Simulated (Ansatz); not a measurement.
# CH7AlGeSi: one species, many methods

An exercise on one series of results from a longer session: the logs are not shown, and one member is left open.

Method: functionals in def2-TZVPP, the program's frozen cores in correlated methods; program: Ansatz 0.2.0, Gaussian basis.

Plan: PBE-D4, r2SCAN-D4, PBE0-D4, B3LYP-D4, ωB97X-V, ωB97M-V, B2PLYP; CCSD(T)/def2-TZVPP; MP2/def2-QZVPP; extrapolation to the limit.

**The geometry**

The geometry comes from an earlier relaxation with PBE0-D4 in a triple-zeta def2 set; it is a stationary point, not always the lowest conformer.

SMILES `[SiH3][CH]1[AlH][GeH2]1`, 11 atoms, charge 0, spin multiplicity 1.

Atoms are counted from 1 here; the program's logs count them from 0.

Bond lengths: Si1–C2 1.807 Å, Si1–H5 1.488 Å, Si1–H6 1.588 Å, Si1–H7 1.484 Å, C2–Al3 1.996 Å, C2–Ge4 2.024 Å, C2–H8 1.085 Å, Al3–Ge4 2.363 Å, Al3–H9 1.576 Å, Ge4–H10 1.537 Å, Ge4–H11 1.541 Å. Angles: C2–Si1–H5 123.2°, C2–Si1–H6 96.8°, C2–Si1–H7 117.3°, H5–Si1–H6 100.3°, H5–Si1–H7 110.1°, H6–Si1–H7 104.0°, Si1–C2–Al3 85.5°, Si1–C2–Ge4 110.7°, Si1–C2–H8 120.4°, Al3–C2–Ge4 72.0°, Al3–C2–H8 136.3°, Ge4–C2–H8 120.6°, C2–Al3–Ge4 54.6°, C2–Al3–H9 141.2°, Ge4–Al3–H9 157.1°, C2–Ge4–Al3 53.5°, C2–Ge4–H10 108.0°, C2–Ge4–H11 114.3° and more.

Set-up of the first run:

File in.yaml:

```yaml
crystal:
  periodic: [false, false, false]
  atoms:
    - {symbol: Si, position_ang: [-0.642733, 1.322512, -0.078807]}
    - {symbol: C, position_ang: [0.711563, 0.216062, -0.534244]}
    - {symbol: Al, position_ang: [0.592363, -0.445130, 1.345351]}
    - {symbol: Ge, position_ang: [0.079319, -1.706152, -0.585860]}
    - {symbol: H, position_ang: [-1.971904, 1.303188, -0.748172]}
    - {symbol: H, position_ang: [-1.006778, 0.617524, 1.296590]}
    - {symbol: H, position_ang: [-0.287514, 2.709922, 0.310699]}
    - {symbol: H, position_ang: [1.499353, 0.556898, -1.197450]}
    - {symbol: H, position_ang: [1.169282, -0.165242, 2.785158]}
    - {symbol: H, position_ang: [1.179165, -2.551292, -1.247217]}
    - {symbol: H, position_ang: [-1.256818, -1.915389, -1.325249]}
basis:
  gaussian: {orbitals: def2-TZVPP}
hamiltonian: {xc: pbe, dispersion: d4}
output: {forces: true, orbitals: {seedname: orbitals}}
```

The run is started by

```
$ ansatz run in.yaml --threads 4 --pin off --events-out ev --progress --plain --max-ram 10444MiB
```

Among the steps run: PBE-D4 (GGA); r2SCAN-D4 (meta-GGA); PBE0-D4 (hybrid); B3LYP-D4 (hybrid); ωB97X-V (range-separated); ωB97M-V (range-separated); B2PLYP (double hybrid); CCSD(T) in def2-TZVPP; MP2 in def2-QZVPP.

One table of the session follows, with a row left open; its other results are not shown here.

```
            method  atomisation energy (kcal/mol)
            PBE-D4                              ?
         r2SCAN-D4                          775.6
           PBE0-D4                          765.5
          B3LYP-D4                          763.4
           ωB97X-V                          775.8
           ωB97M-V                          769.0
            B2PLYP                          755.5
     HF/def2-TZVPP                          563.7
    MP2/def2-TZVPP                          754.3
   CCSD/def2-TZVPP                          744.2
CCSD(T)/def2-TZVPP                          755.1
           MP2/CBS                          773.0
       CCSD(T)/CBS                          773.8
```

Estimate the missing values for PBE-D4.

As computed: atomisation energy (kcal/mol): 768.6. In the column «atomisation energy (kcal/mol)» it lies between PBE0-D4 (765.5) and ωB97M-V (769.0).
